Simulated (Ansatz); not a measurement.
# FH3O2SeZr: the cost of one run

Program: Ansatz 0.2.0, Gaussian basis. Level of theory: RKS PBE0-D4/def2-TZVP. These are calculated values, not measurements.

Plan: relaxation at PBE0-D4/def2-TZVP; harmonic vibrations at the same level.

1 further run of the same task is left out (set aside as unsound or not needed).

## Step 1: The starting structure

SMILES `[OH][Zr]([OH])([F])[SeH]`, 8 atoms, charge 0, spin multiplicity 1.

Atoms are counted from 1 here; the program's logs count them from 0.

Bond lengths: O1–Zr2 1.852 Å, O1–H6 0.964 Å, Zr2–O3 1.853 Å, Zr2–F4 1.876 Å, Zr2–Se5 2.513 Å, O3–H7 0.961 Å, Se5–H8 1.444 Å. Angles: Zr2–O1–H6 139.0°, O1–Zr2–O3 116.4°, O1–Zr2–F4 116.9°, O1–Zr2–Se5 96.5°, O3–Zr2–F4 119.8°, O3–Zr2–Se5 102.2°, F4–Zr2–Se5 97.6°, Zr2–O3–H7 148.6°, Zr2–Se5–H8 96.4°.

Coordinates:

```mol
FH3O2SeZr
  3D, bonds by distance, orders not assigned

  8  7  0  0  0  0  0  0  0  0999 V2000
   -0.3389    1.7732   -0.3467 O   0  0
    0.1434   -0.0043   -0.5368 Zr  0  0
    1.9206   -0.4158   -0.2102 O   0  0
   -0.8382   -1.0232   -1.7692 F   0  0
   -0.9846   -0.8293    1.5514 Se  0  0
   -0.7620    2.3467    0.3022 H   0  0
    2.7797   -0.1369    0.1178 H   0  0
   -1.9200   -1.7103    0.8916 H   0  0
  1  2  8  0
  2  3  8  0
  2  4  8  0
  2  5  8  0
  1  6  8  0
  3  7  8  0
  5  8  8  0
M  END
```

The start is a GFN2-xTB geometry. Zr takes the def2 core potential; no spin-orbit term is included.

## Step 2: Relaxation at PBE0-D4/def2-TZVP

Input file in.yaml:

```yaml
crystal:
  periodic: [false, false, false]
  atoms:
    - {symbol: O, position_ang: [-0.338860, 1.773180, -0.346670]}
    - {symbol: Zr, position_ang: [0.143380, -0.004320, -0.536810]}
    - {symbol: O, position_ang: [1.920620, -0.415750, -0.210250]}
    - {symbol: F, position_ang: [-0.838220, -1.023250, -1.769210]}
    - {symbol: Se, position_ang: [-0.984620, -0.829340, 1.551400]}
    - {symbol: H, position_ang: [-0.762040, 2.346720, 0.302190]}
    - {symbol: H, position_ang: [2.779730, -0.136930, 0.117770]}
    - {symbol: H, position_ang: [-1.919990, -1.710310, 0.891600]}
basis:
  gaussian: {orbitals: def2-TZVP}
hamiltonian: {xc: pbe0, dispersion: d4}
relax: {f_tol: 0.005, max_steps: 150}
```

Command:

```bash
> ansatz run in.yaml --threads 4 --pin off --events-out ev --progress --plain --max-ram 10444MiB
```

What time and memory should one allow on 4 threads of Arm Neoverse V1, shared host?

About 1.8 min, with a peak of 0.61 GiB.
